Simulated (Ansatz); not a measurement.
Here is an Ansatz input file for YZnSi, space group P-6m2. Write the same calculation for the Python package.

```yaml
crystal:
  lattice:
    - [4.081803, 0.0, 0.0]
    - [-2.040902, 3.534945, 0.0]
    - [0.0, 0.0, 4.071506]
  atoms:
    - { symbol: "Y", position: [0.0, 0.0, 0.0] }
    - { symbol: Zn, position: [0.3333333333333, 0.6666666666667, 0.5] }
    - { symbol: Si, position: [0.6666666666667, 0.3333333333333, 0.5] }
kpoints:
  mp_grid: { grid: [7, 7, 6], shift: [0.5, 0.5, 0.5] }
hamiltonian:
  xc: r2scan
scf:
  algorithm: direct_min
  mixing: { algorithm: msr1, beta: 0.1 }
  occupations: { method: fermi_dirac, width: 0.01 }
output:
  stress: true
```

On the command line:
```console
$ ansatz run input.yaml --threads 1 --pin off --max-ram 3072MiB --backend cpu --events-out ev --progress --plain --runs-dir out
Warning: crystal.symmetry: narrowed to the stabiliser of the k-point mesh — unitary ops 12 → 4; excluded 8 operations that carry a point of the 7×7×6 mesh (shift [0.5, 0.5, 0.5]) off the mesh (the run samples exactly the mesh kpoints.mp_grid names, as under crystal.symmetry.detect: false, and its converged state has the mesh's symmetry, not the crystal's; ε∞, the Born charges and the force [...]
Engine: ansatz 0.2.0, aarch64-unknown-linux-gnu
Pseudopotentials: kind: paw
Pseudopotential: Y, paw, valence charge 11, recommended cutoff 500 eV (meta_gga), Y.paw.azcp
Pseudopotential: Zn, paw, valence charge 12, recommended cutoff 500 eV (meta_gga), Zn.paw.azcp
Pseudopotential: Si, paw, valence charge 4, recommended cutoff 500 eV (meta_gga), Si.paw.azcp
Functional definition: r2SCAN
  parameter k0 = 0.174
  parameter k1 = 0.065
  parameter a1 = 4.9479
  exchange = r2scan_x(k0 = k0, k1 = k1, a1 = a1)
  correlation = r2scan_c
Crystal: 3 atoms, lattice volume = 58.748 Å³
Basis set: ecut = 500 eV, 1509 PW (Γ), exchange–correlation on 120×120×120 points (64 copies of the dense FFT grid, shifted against one another)
Bands: 18, of which v1, the nominal top of the filled ones, is band 14 counted from 1 (13 counted from 0)
Symmetry: 4 space group operations
k-points: 48 of 294 (time reversal used)
Non-local potential: Y, projectors of the file, l = 0: 3, l = 1: 2, l = 2: 2, l = 3: 1
Non-local potential: Zn, projectors of the file, l = 0: 2, l = 1: 2, l = 2: 3, l = 3: 1
Non-local potential: Si, projectors of the file, l = 0: 2, l = 1: 2, l = 2: 2
PAW form: soft (Blöchl's): semilocal exchange-correlation on the pseudo side does not see the compensation charge
PAW frozen core: Y, regenerated for the run's functional (the file was generated under x = pbe(κ = 0.804, μ = 0.2195149727645171), c = pbe(β = 0.06672455060314922))
PAW frozen core: Zn, regenerated for the run's functional (the file was generated under x = pbe(κ = 0.804, μ = 0.2195149727645171), c = pbe(β = 0.06672455060314922))
PAW frozen core: Si, regenerated for the run's functional (the file was generated under x = pbe(κ = 0.804, μ = 0.2195149727645171), c = pbe(β = 0.06672455060314922))
PAW one-centre angular grid: Y, 590 points (default); XC on 160 Gauss nodes
PAW one-centre angular grid: Zn, 590 points (default); XC on 261 of its mesh's 2673 points in the sphere
PAW one-centre angular grid: Si, 302 points (default); XC on 160 Gauss nodes
Initial density: superposition of atomic densities (neutral atoms: chi_scale 0, normalization atom), corrected by the library's trained network
Initial wavefunctions: pseudopotential atomic-orbital guess
Functional: x = r2scan, c = r2scan; τ floored in thin density (d = 2e-4 eV/Å³)
SCF iter   1: F=—  HF=-7826.643198 eV  |F-HF|=—  |Δ(HF+E_count)|=         —  Δρ=1.31e-2  dr2=1.18e-1  dr2_τ=1.16e-2  ethr=1.77e-3  ⟨swp⟩=6.3  Hψ=3895  notcnv=0
preconditioner: auto → Resta (q_TF=auto, 2.397 Å⁻¹)  ε∞=4.2  [insulator: Δε(μ)=0.054 eV  Ē_g=13.569 eV  σ=0.010 eV  W_gap=0.61  n_scr=20 (ndim 8)  ℏωp=24.2 eV  f_vac=0.000  D(μ)=1.35/eV (n_scr^D=8)  ε∞_Penn≈4.2]
SCF iter   2: F=—  HF=-7826.674166 eV  |F-HF|=—  |Δ(HF+E_count)|=   3.10e-2  Δρ=8.63e-3  dr2=3.77e-2  dr2_τ=1.33e-3  ethr=4.39e-4  ⟨swp⟩=5.2  Hψ=3183  notcnv=0  defer=4
iter 3 solved again at ethr=2.89e-6 eV; its pass at ethr=1.40e-4 eV (dr2=7.81e-4 eV) is discarded
SCF iter   3: F=—  HF=-7826.657021 eV  |F-HF|=—  |Δ(HF+E_count)|=   1.71e-2  Δρ=1.02e-3  dr2=9.74e-4  dr2_τ=1.45e-4  ethr=2.89e-6  ⟨swp⟩=5.6  Hψ=4490  notcnv=0  defer=66
eigensolver tolerance schedule calibrated: the retry pair's looser diagonalisation under-reported the residual by θ = 0.20 (0.12/decade); ethr = c·dr2/N_el runs at the constant in force after the calibration composes with the one it found (an armed cap, an earlier calibration), c = 7.2e-2
SCF iter   4: F=—  HF=-7826.656662 eV  |F-HF|=—  |Δ(HF+E_count)|=   3.60e-4  Δρ=6.04e-5  dr2=3.12e-6  dr2_τ=2.64e-8  ethr=2.61e-6  ⟨swp⟩=3.4  Hψ=1964  notcnv=0  defer=170
SCF iter   5: F=—  HF=-7826.656663 eV  |F-HF|=—  |Δ(HF+E_count)|=   1.91e-6  Δρ=4.40e-5  dr2=8.74e-7  dr2_τ=9.98e-9  ethr=8.37e-9  ⟨swp⟩=4.9  Hψ=2850  notcnv=0  defer=3
SCF iter   6: F=—  HF=-7826.656663 eV  |F-HF|=—  |Δ(HF+E_count)|=   3.35e-7  Δρ=7.05e-6  dr2=7.84e-8  dr2_τ=4.19e-9  ethr=2.35e-9  ⟨swp⟩=3.6  Hψ=1779  notcnv=0  defer=1
SCF iter   7: F=-7826.656663 eV  HF=-7826.656663 eV  |F-HF|=4.70e-9  |Δ(HF+E_count)|=   1.73e-8  Δρ=2.79e-6  dr2=4.13e-9  dr2_τ=2.05e-11  ethr=2.10e-10  ⟨swp⟩=3.0  Hψ=1821  notcnv=0
SCF 1 converged in 7 iterations: F = -7826.656663 eV  dr2 = 4.13e-9
  Residual-converged pass: ⟨swp⟩=3.1  Hψ=2024  notcnv=0  max |occ|·‖R‖ = 6.6e-6 eV (tolerance 6.7e-6 eV)  dr2=4.75e-9  dr2_τ=2.47e-11  dr2_onsite=1.56e-9  max |Δocc| = 3.6e-11
  greatest PAW one-centre occupation: 0.996 electrons in one spin orbital (limit 2), on the Y atom at site 0 (counted from 0), in its partial waves of l = 0
SCF converged after 7 iterations
Stability not checked: this state was not tested for a lower state beside it, because a direct minimisation reached the state, and no test of it is asked (direct_minimisation; see scf.lower_state_search)
Free energy (F): -7826.656663 eV
Harris-Foulkes:  -7826.656663 eV  (|F-HF|=4.70e-9)
Internal energy: -7826.656276 eV  (E = F + TS)
E sigma→0 (E₀):  -7826.656469 eV
Entropy (-TS):   -0.000387 eV (-0.129 meV/atom)
Fermi energy:    10.482175 eV
--- Per-component energies (eV) ---
  E_band       = -60.336198
  E_kinetic    = 477.146724
  E_local      = -2391.216909  (includes V_loc(G=0)·N_el)
  E_nonlocal   = 683.345198
  E_hartree    = 965.648712
  E_xc         = -346.780655
  E_vxc        = -330.332716  (∫ρ·V_xc dr)
  E_paw        = -5202.723086  (= ΣΔE_a)
  E_vpaw       = -448.040923  (= ΣTr[D̂ρ^β])
  E_aug_tail   = -0.000052  (compensation charges beyond the density's cutoff)
  E_vtau       = 17.468545  (kinetic-family band-sum trace: ∫τ·v_τ [+ j·A + Jᵃ·Aᵃ] dr)
  E_ewald      = -2011.663203
  E_core_change = -0.413005  (= ΣΔE_core)
  E_smearing   = -0.000387  (= −TS)
  E_closure    = 0.000000  (closes the sum)
  Σ components = -7826.656663   (vs F -7826.656663, Δ=0.00e0)
--- Stress (GPa, compression-positive) ---
        0.217719      -0.097713       0.000000
       -0.097713       0.104890       0.000000
        0.000000       0.000000      -0.142141
  P = ⅓ Tr σ = 0.0602 GPa (0.602 kbar)
--- Band table (eV; the first three rows and the last of 48) ---
  k-point 0: bands = ["-33.6665", "-13.0447", "-12.9437", "-12.9263", "-0.0095", "2.4395", "2.4745", "2.7883", "2.7957", "2.8313", "8.5324", "9.0654", "9.3776", "10.8150", "12.9187", "13.3182", "13.7428", "14.4229"]
  k-point 1: bands = ["-33.6643", "-13.0991", "-12.9379", "-12.9214", "0.3348", "2.4369", "2.4634", "2.7709", "2.7867", "2.9468", "7.3069", "8.8527", "9.5828", "11.6666", "11.8958", "13.0125", "13.8771", "14.3799"]
  k-point 2: bands = ["-33.6622", "-13.1526", "-12.9322", "-12.9165", "0.7271", "2.4369", "2.4541", "2.7518", "2.7762", "3.1483", "6.0028", "9.2530", "9.7502", "11.5383", "12.1814", "12.4793", "13.1646", "14.0280"]
  k-point 47: bands = ["-33.6547", "-13.1175", "-13.0500", "-12.9454", "1.4485", "2.6443", "2.6643", "2.7543", "2.7832", "3.4409", "5.0846", "7.9582", "8.2391", "9.2731", "12.6482", "14.7510", "15.1212", "15.5946"]
```

`yznsi.py`
```python
"""Single point of YZnSi."""

from collections import Counter
import json
import logging
import sys
import warnings

import ansatz as az
import numpy as np
from pymatgen.core import Lattice, Structure
from pymatgen.io.ase import AseAtomsAdaptor

logging.basicConfig(stream=sys.stdout, format="[%(levelname)s] %(message)s")
log = logging.getLogger("calc")
log.setLevel(logging.INFO)

warnings.simplefilter("ignore", az.DeckWarning)

pmg_structure = Structure(
    Lattice([(4.081803, 0.0, 0.0), (-2.040902, 3.534945, 0.0), (0.0, 0.0, 4.071506)]),
    ["Y", "Zn", "Si"],
    [
        (0.0, 0.0, 0.0),
        (1 / 3, 2 / 3, 0.5),
        (2 / 3, 1 / 3, 0.5),
    ],
)
structure = az.Crystal.from_ase(AseAtomsAdaptor.get_atoms(pmg_structure))

# the calculation
calc = (
    structure.calculation()
    .functional(az.Functional.R2SCAN)
    .kpoints(7, 7, 6, shift=0.5)
    .occupations("fermi_dirac", width=0.01)
    .mixing("msr1", beta=0.1)
    .scf(algorithm="direct_min")
    .stress()
)
res = calc.run(events_out="events.ndjson")
r = res.report
with open("events.ndjson") as stream:
    kinds = Counter(json.loads(line)["event"] for line in stream)
print("events:", {kind: kinds[kind] for kind in ("scf_iter", "scf_done", "notice", "finished")})

n_atoms = len(r["lattice"]["sites"])
print("F =", round(r["free_energy_ev"], 4), "eV for", n_atoms, "atoms")
print("E(sigma -> 0) =", round(r["energy_sigma0_ev"], 4), "eV, TS =", round(r["entropy_ts_ev"], 5), "eV")
print("closed by", r["closed_by"], "after", r["n_iterations"], "iterations")

# principal values and the von Mises stress of the deviator
principal = np.linalg.eigvalsh(np.array(r["stress_gpa"]))
mises = np.sqrt(0.5 * sum((principal[i] - principal[i - 1]) ** 2 for i in range(3)))
print("principal stresses (GPa, compression positive):", np.round(principal, 3))
log.info(f"mean {principal.mean():.3f} GPa, von Mises {mises:.3f} GPa, PV = {principal.mean() * r['setup']['cell_volume_ang3'] / 160.21766:.4f} eV")

print(len(r["kpoints_frac"]), "irreducible k-points (fractions, weight)")
for k, weight in list(zip(r["kpoints_frac"], r["kweights"]))[:20]:
    print("  {:8.4f} {:8.4f} {:8.4f}".format(*k), f"{weight:10.6f}")

# the stress is positive in compression
log.info("pressure by term (GPa)")
for term, tensor in r["stress_terms_gpa"].items():
    if np.any(tensor):
        log.info(f"  {term:28s} {np.trace(np.array(tensor)) / 3:12.3f}")
log.info(f"  {'total':28s} {np.trace(np.array(r['stress_gpa'])) / 3:12.3f}")
```

```console
$ python yznsi.py
events: {'scf_iter': 7, 'scf_done': 1, 'notice': 3, 'finished': 1}
F = -7826.6567 eV for 3 atoms
E(sigma -> 0) = -7826.6565 eV, TS = 0.00039 eV
closed by deck_thresholds after 7 iterations
principal stresses (GPa, compression positive): [-0.142  0.048  0.274]
[INFO] mean 0.060 GPa, von Mises 0.361 GPa, PV = 0.0221 eV
48 irreducible k-points (fractions, weight)
    0.0714   0.0714   0.0833   0.013605
    0.0714   0.0714   0.2500   0.013605
    0.0714   0.0714   0.4167   0.013605
    0.0714   0.2143   0.0833   0.027211
    0.0714   0.2143   0.2500   0.027211
    0.0714   0.2143   0.4167   0.027211
    0.0714   0.3571   0.0833   0.027211
    0.0714   0.3571   0.2500   0.027211
    0.0714   0.3571   0.4167   0.027211
    0.0714  -0.5000   0.0833   0.027211
    0.0714  -0.5000   0.2500   0.027211
    0.0714  -0.5000   0.4167   0.027211
    0.0714  -0.3571   0.0833   0.027211
    0.0714  -0.3571   0.2500   0.027211
    0.0714  -0.3571   0.4167   0.027211
    0.0714  -0.2143   0.0833   0.027211
    0.0714  -0.2143   0.2500   0.027211
    0.0714  -0.2143   0.4167   0.027211
    0.0714  -0.0714   0.0833   0.013605
    0.0714  -0.0714   0.2500   0.013605
[INFO] pressure by term (GPa)
[INFO]   kinetic                           867.524
[INFO]   hartree                           877.847
[INFO]   ewald                           -1828.751
[INFO]   local_pseudopotential             214.064
[INFO]   nonlocal_pseudopotential            1.909
[INFO]   augmentation                      104.226
[INFO]   nlcc                             -347.630
[INFO]   xc                                110.840
[INFO]   augmentation_tail                   0.004
[INFO]   scf_correction                     -0.001
[INFO]   pulay_correction                    0.029
[INFO]   total                               0.060
```

Reading the output:
- The settings weren't tested for convergence.
- The mesh is modest for a metal, so energies can be off by several to tens of meV an atom and pressures by half a GPa or more; differences at equal mesh fare better.
- The mesh has less symmetry than the crystal, which the program warned of.
- This cell is a computed structure, which may not be the phase found in nature.
- The script silences the warnings on its input, which a real study should read.
- Hardware and time: 67 s on 1 thread of Arm Neoverse N1, on a shared host, peak memory 0.63 GiB.

(Lines on the test bed's own set-up are left out of the output.)
